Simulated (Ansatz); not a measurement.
This script drives Ansatz's Python interface.

The script, `opt_ch5fgeo.py`:
```python
import itertools

import ansatz as az
from ase.data import atomic_numbers, covalent_radii
import numpy as np

ch5fgeo = (
    az.Crystal.molecule()
    .atom("O", (0.5266, 1.1983, -1.1064))
    .atom("C", (0.7802, 0.387, -0.0529))
    .atom("F", (1.864, -0.3597, -0.3913))
    .atom("Ge", (-0.6389, -0.7999, 0.2855))
    .atom("H", (-0.1926, 1.8807, -0.794))
    .atom("H", (1.0051, 0.9933, 0.8649))
    .atom("H", (-0.3272, -1.7593, 1.4633))
    .atom("H", (-0.9675, -1.6261, -0.9916))
    .atom("H", (-1.9613, 0.0394, 0.7054))
)

model = ch5fgeo.calculation().basis(gaussian="def2-SVP").functional("r2scan")
symbols = [site.symbol for site in ch5fgeo.cartesian_sites]
start = np.array([site.position_ang for site in ch5fgeo.cartesian_sites], dtype=float)
def progress(event):
    if event["event"] == "relax_step":
        row = event["data"]
        print(f"step {row['step']:3d}  E = {row['lagrangian_ev']:.6f} eV  largest force component {row['allowed_force_max_ev_ang']:.4f} eV/A")


report = model.relax(force_tolerance=0.005, max_steps=100).session().plan().execute(on_event=progress).report
end = np.array(report["positions_ang"])

print(f"E = {report['free_energy_ev']:.6f} eV = {report['free_energy_ev'] / 27.211386246:.7f} Ha")
print("converged:", report["converged"], " doubts:", report["published_state_doubts"] or "none")

radius = [covalent_radii[atomic_numbers[s]] for s in symbols]
span = lambda where, i, j: np.linalg.norm(where[i] - where[j])
bonded = [(i, j) for i, j in itertools.combinations(range(len(symbols)), 2) if min(span(start, i, j), span(end, i, j)) < 1.2 * (radius[i] + radius[j])]
print("pair        before    after (A)")
for i, j in bonded:
    print(f"{symbols[i]}{i}-{symbols[j]}{j}".ljust(10), f"{span(start, i, j):8.4f} {span(end, i, j):8.4f}")
for first, second in list(itertools.combinations(bonded, 2)):
    shared = set(first) & set(second)
    if shared and symbols[(j := shared.pop())] != "H":
        i, k = sorted((set(first) | set(second)) - {j})
        u, v = end[i] - end[j], end[k] - end[j]
        angle = np.degrees(np.arccos(np.clip(u @ v / np.linalg.norm(u) / np.linalg.norm(v), -1, 1)))
        print(f"final angle {symbols[i]}{i}-{symbols[j]}{j}-{symbols[k]}{k}: {angle:.2f} deg")

charges = report["charge_distribution"]
print("dipole moment", round(4.803205 * float(np.linalg.norm(charges["dipole_moment_e_ang"])), 3), "D")
print("Mulliken:", [(s, round(q, 3)) for s, q in zip(symbols, charges["mulliken_charges_e"])])
```

It is started by `python opt_ch5fgeo.py`. Estimate its wall time and peak memory on 1 thread of Arm Neoverse V2, with other jobs on the host.

It took about 2.2 min, with a peak of 0.24 GiB, for 1 run of the engine.

Running `python opt_ch5fgeo.py` prints:
```text
step   1  E = -62384.819305 eV  largest force component 3.0543 eV/A
step   2  E = -62385.130697 eV  largest force component 0.9796 eV/A
step   3  E = -62385.168009 eV  largest force component 0.2322 eV/A
step   4  E = -62385.171623 eV  largest force component 0.0408 eV/A
step   5  E = -62385.173855 eV  largest force component 0.2161 eV/A
step   6  E = -62385.174190 eV  largest force component 0.4136 eV/A
step   7  E = -62385.176306 eV  largest force component 0.5255 eV/A
step   8  E = -62385.181448 eV  largest force component 0.7059 eV/A
step   9  E = -62385.188042 eV  largest force component 0.9116 eV/A
step  10  E = -62385.219476 eV  largest force component 0.5483 eV/A
step  11  E = -62385.277666 eV  largest force component 0.2979 eV/A
step  12  E = -62385.169358 eV  largest force component 2.9375 eV/A
step  13  E = -62385.313928 eV  largest force component 0.1554 eV/A
step  14  E = -62385.339475 eV  largest force component 0.2372 eV/A
step  15  E = -62385.344346 eV  largest force component 0.3288 eV/A
step  16  E = -62385.363305 eV  largest force component 0.5487 eV/A
step  17  E = -62385.369868 eV  largest force component 0.0727 eV/A
step  18  E = -62385.370576 eV  largest force component 0.0542 eV/A
step  19  E = -62385.370627 eV  largest force component 0.0604 eV/A
step  20  E = -62385.370726 eV  largest force component 0.0039 eV/A
E = -62385.370735 eV = -2292.6200882 Ha
converged: True  doubts: none
pair        before    after (A)
O0-C1        1.3537   1.3761
O0-H4        1.0395   0.9691
C1-F2        1.3589   1.3988
C1-Ge3       1.8807   1.9799
C1-H5        1.1227   1.1096
Ge3-H6       1.5507   1.5342
Ge3-H7       1.5561   1.5308
Ge3-H8       1.6216   1.5348
final angle C1-O0-H4: 108.86 deg
final angle O0-C1-F2: 110.53 deg
final angle O0-C1-Ge3: 107.90 deg
final angle O0-C1-H5: 112.42 deg
final angle F2-C1-Ge3: 107.57 deg
final angle F2-C1-H5: 105.39 deg
final angle Ge3-C1-H5: 112.92 deg
final angle C1-Ge3-H6: 108.59 deg
final angle C1-Ge3-H7: 107.74 deg
final angle C1-Ge3-H8: 109.80 deg
final angle H6-Ge3-H7: 110.27 deg
final angle H6-Ge3-H8: 109.89 deg
final angle H7-Ge3-H8: 110.50 deg
dipole moment 1.775 D
Mulliken: [('O', -0.286), ('C', 0.228), ('F', -0.277), ('Ge', 0.288), ('H', 0.187), ('H', 0.029), ('H', -0.061), ('H', -0.046), ('H', -0.063)]
```

These settings explore the input space; basis and method may be short of convergence. The end point is the stationary point reached from this start; no frequency run checks that it is a minimum, and the basis set is modest.

(Lines on the test bed's own set-up are left out of the output.)
